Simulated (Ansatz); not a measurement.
**AlGaHF (singlet): the correlation ladder, cc-pVDZ**

The task here is to estimate one member of a computed series from the others.

Computed with Ansatz 0.2.0, Gaussian basis. Level: cc-pVDZ, core rule «outside noble gas», up to 20 orbitals frozen.

To be run: UHF; CCSD(T) on RHF; CCSD(T) on UHF; BCCD(T) on RHF; CISD; CCSDT(Q) on RHF; CCSDT(Q) on UHF; CASSCF and MRCISD+Q, 8 electrons in 8 orbitals; CASSCF and NEVPT2, 8 electrons in 8 orbitals.

18 further runs of the same task are left out: 7 that didn't finish, 11 set aside as unsound or not needed. Runs told in other sessions of the task aren't counted.

### What is computed

The geometry is a PBE0/def2-TZVP stationary point (not a proven minimum). No spin-orbit coupling is included. The filled d shell of Ga may be among the frozen orbitals whatever the setting's name suggests.

4 atoms, charge 0, spin multiplicity 1.

Atoms are counted from 1 here; the program's logs count them from 0.

Bond lengths: Al1–Ga2 2.702 Å, Al1–H4 1.753 Å, Ga2–F3 1.772 Å. Angles: Ga2–Al1–H4 52.2°, Al1–Ga2–F3 147.8°.

Set-up of the first run:

The input, in.yaml:

```yaml
crystal:
  periodic: [false, false, false]
  atoms:
    - {symbol: Al, position_ang: [0.001288, 0.166682, 2.307639]}
    - {symbol: Ga, position_ang: [-0.000852, -0.220304, -0.366828]}
    - {symbol: F, position_ang: [0.001970, 0.498406, -1.986515]}
    - {symbol: H, position_ang: [-0.012687, 1.383044, 1.045013]}
basis:
  gaussian: {orbitals: cc-pVDZ}
magnetization: {spin_polarized: true, initial_magnetization: 0}
hamiltonian: {xc: hf}
output: {orbitals: {seedname: orbitals}}
```

On the command line:

```
ansatz run in.yaml --threads 1 --pin off --events-out ev --progress --plain --max-ram 2393MiB
```

Among the steps run: UHF; CCSD(T) on RHF; CCSD(T) on UHF; BCCD(T) on RHF; CISD; CCSDT(Q) on RHF; CCSDT(Q) on UHF; CASSCF and MRCISD+Q, 8 electrons in 8 orbitals; CASSCF and NEVPT2, 8 electrons in 8 orbitals.

One table of the session follows, with a row left open; its other results are not shown here.

```
           method  from RCCSDT(Q) (kJ/mol)
              RHF                   +888.9
              UHF                   +888.2
             RMP2                   +101.1
            RCCSD                    +26.1
         RCCSD(T)                     +5.3
          BCCD(T)                     +4.6
           RCCSDT                        ?
        RCCSDT(Q)                        0
  CASSCF frontier                   +529.7
  MRCISD frontier                    +57.2
MRCISD+Q frontier                     +5.5
```

Estimate the missing values for RCCSDT.

**Answer.** from RCCSDT(Q) (kJ/mol): +2.3. In the column «from RCCSDT(Q) (kJ/mol)» it lies between RCCSDT(Q) (0) and BCCD(T) (+4.6).

Not comparable, so not listed: CCSD(T) on UHF; CASSCF and NEVPT2, 8 electrons in 8 orbitals (they don't share determinant, frozen orbitals or solution with the rows shown, or repeat one).

Caveats from the session: Warnings: restricted reference is unstable; spin contamination. Warnings in the runs' records: passed over end.
